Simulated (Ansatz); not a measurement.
# ZnC20: the cost of one run

Computed with Ansatz 0.2.0 (DFT LDA, scalar-relativistic, plane waves, PAW, unless a step's input says otherwise).

9 further runs of the same task are left out: 9 set aside as unsound or not needed. Runs told in other sessions of the task aren't counted.

## Step 1: The starting structure

Symmetry: P1, No. 1, triclinic system. The conventional cell has a = 4.889 Å, b = 6.732 Å, c = 21.884 Å, α = 90.00°, β = 90.00°, γ = 90.00°. C (site symmetry 1) is surrounded by 2 C at 1.41 Å. Around C (site symmetry 1) lie 3 C at 1.41 Å. C (site symmetry 1) has 3 C at 1.41 to 1.56 Å in its first shell of neighbours. Only part of the 21 independent sites is listed.

As a file:

```cif
data_structure
_symmetry_space_group_name_H-M 'P 1'
_symmetry_Int_Tables_number 1
_cell_length_a 4.8886
_cell_length_b 6.7320
_cell_length_c 21.8840
_cell_angle_alpha 90.000
_cell_angle_beta 90.000
_cell_angle_gamma 90.000
_cell_volume 720.21
loop_
_atom_site_label
_atom_site_type_symbol
_atom_site_fract_x
_atom_site_fract_y
_atom_site_fract_z
_atom_site_occupancy
C1 C 0.31226 0.25002 0.18278 1
C2 C 0.81226 0.25002 0.18278 1
C3 C 0.06225 0.25002 0.21504 1
C4 C 0.56225 0.25002 0.21504 1
C5 C 0.18716 0.74998 0.23116 1
C6 C 0.68716 0.74998 0.23116 1
C7 C 0.43715 0.74998 0.26342 1
C8 C 0.93715 0.74998 0.26342 1
C9 C 0.06206 0.25002 0.27954 1
C10 C 0.56206 0.25002 0.27954 1
C11 C 0.31209 0.25023 0.31091 1
C12 C 0.81209 0.25023 0.31091 1
C13 C 0.43660 0.74939 0.33486 1
C14 C 0.93660 0.74939 0.33486 1
C15 C 0.18584 0.74893 0.36031 1
C16 C 0.68584 0.74893 0.36031 1
C17 C 0.31230 0.25119 0.37821 1
C18 C 0.81230 0.25119 0.37821 1
C19 C 0.06241 0.25182 0.40596 1
C20 C 0.56241 0.25182 0.40596 1
Zn1 Zn 0.47908 0.25182 0.47222 1
```

This is the geometry of the first run shown, built on a cell relaxed beforehand with the same method.

## Step 2: Plan of the line

Atoms count from 1 in the order of the input.

Zn is moved along a line over the surface and along the normal, above a rigid substrate.

- position of Zn21 along the first surface vector, from above C19: 6 values from 0.00 to 2.04 Å, periodic
- height of Zn21 above the plane of C19: 7 values from 1.11 to 3.73 Å

Nothing else is relaxed. Points are written as (first, second).

## Step 3: The run at (2.04 Å, 1.45 Å)

A dipole layer in the vacuum cancels the field that periodic copies would set up if the slab's two faces differ.

The input, input.yaml:

```yaml
crystal:
  lattice:
    - [4.8886233871, 0.0, 0.0]
    - [0.0, 6.7320042669, 0.0]
    - [0.0, 0.0, 21.8839971109]
  atoms:
    - { symbol: C, position: [0.3122616933, 0.2500214336, 0.1827819653] }
    - { symbol: C, position: [0.8122616933, 0.2500214336, 0.1827819653] }
    - { symbol: C, position: [0.0622458232, 0.2500214336, 0.2150401427] }
    - { symbol: C, position: [0.5622458232, 0.2500214336, 0.2150401427] }
    - { symbol: C, position: [0.1871631966, 0.7499785664, 0.2311595931] }
    - { symbol: C, position: [0.6871631966, 0.7499785664, 0.2311595931] }
    - { symbol: C, position: [0.4371473264, 0.7499785664, 0.2634177704] }
    - { symbol: C, position: [0.9371473264, 0.7499785664, 0.2634177704] }
    - { symbol: C, position: [0.0620646998, 0.2500214336, 0.2795372209] }
    - { symbol: C, position: [0.5620646998, 0.2500214336, 0.2795372209] }
    - { symbol: C, position: [0.3120866039, 0.2502324405, 0.3109148215] }
    - { symbol: C, position: [0.8120866039, 0.2502324405, 0.3109148215] }
    - { symbol: C, position: [0.4365978075, 0.7493867682, 0.3348647304] }
    - { symbol: C, position: [0.9365978075, 0.7493867682, 0.3348647304] }
    - { symbol: C, position: [0.185841316, 0.7489256033, 0.3603142387] }
    - { symbol: C, position: [0.685841316, 0.7489256033, 0.3603142387] }
    - { symbol: C, position: [0.3122991399, 0.2511940329, 0.3782092305] }
    - { symbol: C, position: [0.8122991399, 0.2511940329, 0.3782092305] }
    - { symbol: C, position: [0.0624121594, 0.2518203843, 0.4059586129] }
    - { symbol: C, position: [0.5624121594, 0.2518203843, 0.4059586129] }
    - { symbol: Zn, position: [0.479078826, 0.2518203843, 0.4722170753] }
basis:
  ecutwfc: 420
kpoints:
  mp_grid: { grid: [6, 4, 1] }
hamiltonian:
  xc: lda
  pseudopotentials: { kind: paw, azcp: { folder: soft_1 } }
scf:
  occupations: { method: gaussian, width: 0.1 }
output:
  forces: true
  eigenvalues: true
efield:
  axis: 3
  dipole_correction: true
  ramp_width: 0.04
```

Run with:

```
$ ansatz run input.yaml --threads 1 --pin off --max-ram 3072MiB --backend cpu --events-out ev --progress --plain --runs-dir out
```

Q: Estimate wall time and peak memory on 1 thread of Arm Neoverse V2, shared host.

About 1.8 min, with a peak of 0.87 GiB.
